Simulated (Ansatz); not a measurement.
LiBe:

```xyz
4
Lattice="2.2960 0.0000 0.0000 0.0000 3.6128 0.0000 -0.4017 0.0000 5.5135" Properties=species:S:1:pos:R:3 pbc="T T T"
Be    0.3890    2.7096    2.3368
Be    1.5053    0.9032    3.1767
Li    0.2647    2.7096    4.6597
Li    1.6296    0.9032    0.8538
```

The cell comes from a database or a generator and needn't be the stable form of this composition.

```yaml
Program: Ansatz 0.2.0
Task: single point
Functional: PBE
Potentials_or_basis: Ansatz PAW
Cutoff: "420 eV (not typed: the program's choice for these potentials)"
k_mesh: 11 × 7 × 5
Occupations: fermi-dirac, width 0.05 eV
Spin: no spin polarisation
```

On this cell: pressure -0.2 GPa; largest force 0.022 eV/Å; band gap on the k mesh none (metal or under the smearing width).

The same run follows on a disturbed copy (atoms moved at random, drawn with an rms of 0.05 Å):

```xyz
4
Lattice="2.2960 0.0000 0.0000 0.0000 3.6128 0.0000 -0.4017 0.0000 5.5135" Properties=species:S:1:pos:R:3 pbc="T T T"
Be    0.4471    2.7380    2.3392
Be    1.5363    0.8529    3.1203
Li    0.2977    2.7775    4.6690
Li    1.6325    0.9350    0.8882
```

Task: What changes?

Result: The energy (extrapolated to zero smearing) moves by +10.0 meV/atom; pressure 0.5 GPa; largest force 0.603 eV/Å; band gap on the k mesh none (metal or under the smearing width).

Forces in eV/Å, atoms in the order of the input:
```
Be  -0.128 -0.308 -0.075
Be   0.108  0.496  0.326
Li  -0.022 -0.226 -0.051
Li   0.042  0.039 -0.201
```

Stress tensor (GPa, compression positive):
```
-1.06  0.16  0.43
 0.16  0.58  0.17
 0.43  0.17  2.06
```
